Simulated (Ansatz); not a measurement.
A first try at a short molecular-dynamics run of CH5NOSi, SMILES OC1N[SiH2]1, using Ansatz 0.2.0 through its Python package.

Notebook, run cell by cell (the value of a cell's last expression is shown):

**Cell 1**
```python
import ansatz
from ase import Atoms
import numpy as np
```

**Cell 2**
```python
atoms = Atoms(['O', 'C', 'N', 'Si', 'H', 'H', 'H', 'H', 'H'], positions=[
    (-0.9624, 0.6633, -1.2298),
    (-0.4428, 0.6215, 0.0636),
    (0.8925, 0.1978, 0.0397),
    (0.0806, -1.0286, 0.7712),
    (-0.7293, 1.5272, -1.6923),
    (-0.7248, 1.3754, 0.8061),
    (1.211, -0.124, -0.8724),
    (0.2799, -2.1839, -0.1218),
    (0.4839, -1.0951, 2.2186),
])
geometry = ansatz.Crystal.molecule_from_ase(atoms)

model = (
    geometry.calculation()
    .basis(gaussian='def2-SVP')
    .functional('pbe0', dispersion='d4')
    .spin('collinear', total=2)
    .md('nvt_langevin', timestep=1.0, steps=30, temperature=300, initial_velocities='maxwell_boltzmann', seed=12, friction=0.05)
)
frames = []
result = model.session().plan().execute(on_event=lambda e: frames.append(e['data']) if e['event'] == 'md_step' else None)
print('t (fs)   E_pot (eV)      E_kin (eV)   T (K)   d(0-1) (A)')
for f in frames[::1]:
    xyz = np.array(f['positions_ang'])
    print(f'{f["time_fs"]:6.2f} {f["lagrangian_ev"]:14.5f} {f["e_kin_ev"]:10.5f} {f["temperature_k"]:8.1f} {np.linalg.norm(xyz[0] - xyz[1]):9.4f}')
print('mean temperature', round(float(np.mean([f['temperature_k'] for f in frames])), 1), 'K')
symbols = [site.symbol for site in geometry.cartesian_sites]
with open('last_frame.xyz', 'w') as handle:
    handle.write(f'{len(symbols)}\nt = {frames[-1]["time_fs"]} fs\n')
    handle.writelines('{:2s} {:10.5f} {:10.5f} {:10.5f}\n'.format(s, *xyz) for s, xyz in zip(symbols, frames[-1]['positions_ang']))
```
Output:
```text
t (fs)   E_pot (eV)      E_kin (eV)   T (K)   d(0-1) (A)
  0.00   -12513.05203    0.31022    266.7    1.3945
  1.00   -12513.08926    0.28154    242.0    1.3943
  2.00   -12513.19750    0.40036    344.1    1.3920
  3.00   -12513.34377    0.57612    495.2    1.3868
  4.00   -12513.50371    0.69589    598.2    1.3793
  5.00   -12513.67961    0.79626    684.5    1.3704
  6.00   -12513.84416    0.89737    771.4    1.3607
  7.00   -12513.98537    0.95639    822.1    1.3513
  8.00   -12514.11427    1.04959    902.2    1.3429
  9.00   -12514.23209    1.02617    882.1    1.3372
 10.00   -12514.32323    0.98405    845.9    1.3341
 11.00   -12514.39393    1.07051    920.2    1.3324
 12.00   -12514.45325    1.16118    998.1    1.3330
 13.00   -12514.52281    1.10969    953.9    1.3364
 14.00   -12514.60504    1.06719    917.4    1.3405
 15.00   -12514.67825    1.02186    878.4    1.3457
 16.00   -12514.76357    1.05505    906.9    1.3527
 17.00   -12514.89303    1.12550    967.5    1.3613
 18.00   -12515.03239    1.27946   1099.8    1.3714
 19.00   -12515.11005    1.19357   1026.0    1.3795
 20.00   -12515.14401    1.14342    982.9    1.3856
 21.00   -12515.18603    1.12035    963.0    1.3912
 22.00   -12515.22168    1.04801    900.9    1.3949
 23.00   -12515.22870    1.00367    862.7    1.3975
 24.00   -12515.22206    0.93067    800.0    1.4008
 25.00   -12515.20425    0.80657    693.3    1.4056
 26.00   -12515.18685    0.76069    653.9    1.4122
 27.00   -12515.18622    0.68902    592.3    1.4168
 28.00   -12515.21413    0.75562    649.5    1.4194
 29.00   -12515.28669    0.69916    601.0    1.4205
 30.00   -12515.36289    0.70002    601.7    1.4188
mean temperature 768.5 K
```

No error stopped it. What is wrong with the input all the same?

The fault: the spin state is higher than the ground state's. The change:

```diff
--- before
+++ after
@@
     .functional('pbe0', dispersion='d4')
-    .spin('collinear', total=2)
     .md('nvt_langevin', timestep=1.0, steps=30, temperature=300, initial_velocities='maxwell_boltzmann', seed=12, friction=0.05)
```

Notebook, run cell by cell (the value of a cell's last expression is shown):

(earlier cells as before)

```python
atoms = Atoms(['O', 'C', 'N', 'Si', 'H', 'H', 'H', 'H', 'H'], positions=[
    (-0.9624, 0.6633, -1.2298),
    (-0.4428, 0.6215, 0.0636),
    (0.8925, 0.1978, 0.0397),
    (0.0806, -1.0286, 0.7712),
    (-0.7293, 1.5272, -1.6923),
    (-0.7248, 1.3754, 0.8061),
    (1.211, -0.124, -0.8724),
    (0.2799, -2.1839, -0.1218),
    (0.4839, -1.0951, 2.2186),
])
geometry = ansatz.Crystal.molecule_from_ase(atoms)

model = (
    geometry.calculation()
    .basis(gaussian='def2-SVP')
    .functional('pbe0', dispersion='d4')
    .md('nvt_langevin', timestep=1.0, steps=30, temperature=300, initial_velocities='maxwell_boltzmann', seed=12, friction=0.05)
)
frames = []
result = model.session().plan().execute(on_event=lambda e: frames.append(e['data']) if e['event'] == 'md_step' else None)
print('t (fs)   E_pot (eV)      E_kin (eV)   T (K)   d(0-1) (A)')
for f in frames[::1]:
    xyz = np.array(f['positions_ang'])
    print(f'{f["time_fs"]:6.2f} {f["lagrangian_ev"]:14.5f} {f["e_kin_ev"]:10.5f} {f["temperature_k"]:8.1f} {np.linalg.norm(xyz[0] - xyz[1]):9.4f}')
print('mean temperature', round(float(np.mean([f['temperature_k'] for f in frames])), 1), 'K')
symbols = [site.symbol for site in geometry.cartesian_sites]
with open('last_frame.xyz', 'w') as handle:
    handle.write(f'{len(symbols)}\nt = {frames[-1]["time_fs"]} fs\n')
    handle.writelines('{:2s} {:10.5f} {:10.5f} {:10.5f}\n'.format(s, *xyz) for s, xyz in zip(symbols, frames[-1]['positions_ang']))
```

    t (fs)   E_pot (eV)      E_kin (eV)   T (K)   d(0-1) (A)
      0.00   -12516.35917    0.31022    266.7    1.3945
      1.00   -12516.38150    0.26315    226.2    1.3955
      2.00   -12516.42655    0.31411    270.0    1.3966
      3.00   -12516.46826    0.35533    305.4    1.3966
      4.00   -12516.52765    0.47061    404.5    1.3956
      5.00   -12516.63735    0.55199    474.5    1.3937
      6.00   -12516.74368    0.63890    549.2    1.3910
      7.00   -12516.83034    0.72457    622.8    1.3880
      8.00   -12516.91521    0.74216    638.0    1.3851
      9.00   -12516.99975    0.78193    672.1    1.3834
     10.00   -12517.05651    0.83454    717.4    1.3828
     11.00   -12517.06963    0.66127    568.4    1.3818
     12.00   -12517.05128    0.68016    584.7    1.3812
     13.00   -12517.04489    0.56029    481.6    1.3817
     14.00   -12517.04810    0.47826    411.1    1.3813
     15.00   -12517.02859    0.37639    323.5    1.3808
     16.00   -12517.00994    0.35709    306.9    1.3810
     17.00   -12517.02710    0.36696    315.4    1.3819
     18.00   -12517.05375    0.39447    339.1    1.3833
     19.00   -12517.03733    0.28981    249.1    1.3824
     20.00   -12517.02386    0.29597    254.4    1.3796
     21.00   -12517.05491    0.37671    323.8    1.3765
     22.00   -12517.07457    0.38721    332.8    1.3722
     23.00   -12517.06665    0.35955    309.1    1.3681
     24.00   -12517.05764    0.31561    271.3    1.3659
     25.00   -12517.05675    0.27549    236.8    1.3667
     26.00   -12517.06527    0.28424    244.3    1.3718
     27.00   -12517.06287    0.25580    219.9    1.3775
     28.00   -12517.04887    0.30762    264.4    1.3838
     29.00   -12517.06574    0.34126    293.3    1.3911
     30.00   -12517.09141    0.37271    320.4    1.3977
    mean temperature 380.6 K

File `last_frame.xyz` afterwards:
```text
9
t = 30.0 fs
O    -1.01588    0.54712   -1.27132
C    -0.42657    0.69770   -0.01288
N     1.02094    0.33202    0.10251
Si    0.09048   -0.95424    0.77229
H    -1.02824    1.39437   -1.66786
H    -0.65985    1.60482    0.57002
H     1.61765    0.22215   -0.70946
H    -0.52515   -2.01664   -0.02343
H     0.26612   -1.21050    2.24187
```

What to keep in mind:
- Total energies depend on the basis set; only differences at equal settings carry meaning.
- The trajectory is only some femtoseconds long, so its temperature is not equilibrated; where the script doesn't relax first, it starts from a rough generated geometry.
- The printed temperature counts all 3N degrees of freedom under Langevin dynamics, so the first row lies under the target.
- With hydrogen a step over 0.5 fs is long.
- Timing: 74 s on 1 thread of Arm Neoverse V2, on a shared host, peak memory 0.24 GiB.
